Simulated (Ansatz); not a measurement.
# GeBrF: up Jacob's ladder to CCSD(T)

One table from this session's results is given with a row withheld; the runs are named, their logs left out.

The runs use Ansatz 0.2.0, Gaussian basis; functionals in def2-TZVPP, the program's frozen cores in correlated methods.

Levels to be run: LDA (SPW92), PBE-D4, revPBE-D4, BLYP-D4, r2SCAN-D4, B97M-V, PBE0-D4, B3LYP-D4, r2SCANh-D4, r2SCAN0-D4, HSE06-D4, BHLYP-D4, CAM-B3LYP-D4, LC-ωPBE, ωB97X-V, ωB97M-V, B2PLYP, PBE-QIDH; CCSD(T)/def2-SVP; CCSD(T)/def2-TZVPP; MP2/def2-QZVPP; extrapolation to the limit; RPA on PBE.

**The relaxed structure**

An earlier PBE0-D4 in a triple-zeta def2 set relaxation fixed the geometry.

3 atoms, charge 0, spin multiplicity 1.

Atoms are counted from 1 here; the program's logs count them from 0.

Bond lengths: F1–Ge2 1.749 Å, Ge2–Br3 2.341 Å. Angles: F1–Ge2–Br3 98.7°.

The first run:

in.yaml

```yaml
crystal:
  periodic: [false, false, false]
  atoms:
    - {symbol: F, position_ang: [-0.740074, 1.253225, -0.277336]}
    - {symbol: Ge, position_ang: [-0.658657, -0.488357, -0.410040]}
    - {symbol: Br, position_ang: [1.387730, -0.829667, 0.674176]}
basis:
  gaussian: {orbitals: def2-TZVPP}
hamiltonian: {xc: lda}
output: {orbitals: {seedname: orbitals}}
```

On the command line:

```bash
> ansatz run in.yaml --threads 4 --pin off --events-out ev --progress --plain --max-ram 10444MiB
```

Among the steps run: LDA; PBE-D4 (GGA); revPBE-D4 (GGA); BLYP-D4 (GGA); r2SCAN-D4 (meta-GGA); B97M-V (meta-GGA); B3LYP-D4 (hybrid); r2SCANh-D4 (hybrid); r2SCAN0-D4 (hybrid); HSE06-D4 (hybrid); BHLYP-D4 (hybrid); CAM-B3LYP-D4 (range-separated); LC-ωPBE (range-separated); ωB97X-V (range-separated); ωB97M-V (range-separated); B2PLYP (double hybrid); PBE-QIDH (double hybrid).

One table of the session follows, with a row left open; its other results are not shown here.

It belongs to the step «Orbital energies across the functionals». 

```
  functional  HOMO (eV)  LUMO (eV)  gap (eV)
 LDA (SPW92)      -7.25      -3.92      3.34
      PBE-D4      -7.05      -3.66      3.39
   revPBE-D4      -6.98      -3.56      3.41
     BLYP-D4          ?          ?         ?
   r2SCAN-D4      -7.36      -3.64      3.72
      B97M-V      -7.32      -3.54      3.78
     PBE0-D4      -8.19      -2.93      5.25
    B3LYP-D4      -7.99      -3.16      4.83
  r2SCANh-D4      -7.78      -3.36      4.42
  r2SCAN0-D4      -8.40      -2.93      5.46
    HSE06-D4      -7.79      -3.31      4.49
    BHLYP-D4      -9.19      -2.13      7.06
CAM-B3LYP-D4      -9.45      -1.93      7.52
     LC-ωPBE     -10.68      -0.79      9.89
     ωB97X-V     -10.36      -0.87      9.49
     ωB97M-V     -10.26      -0.96      9.29
```

Estimate the missing values for BLYP-D4.

Worked estimate for «HOMO (eV)». Against the share of exact exchange, B3LYP-D4 (0.2, -7.99), BHLYP-D4 (0.5, -9.19) give a slope of -4.00 per unit share; at 0 the line stands at -7.19.

The run gave: HOMO (eV): -6.91; LUMO (eV): -3.56; gap (eV): 3.34. In «HOMO (eV)» the line misses by -0.28.
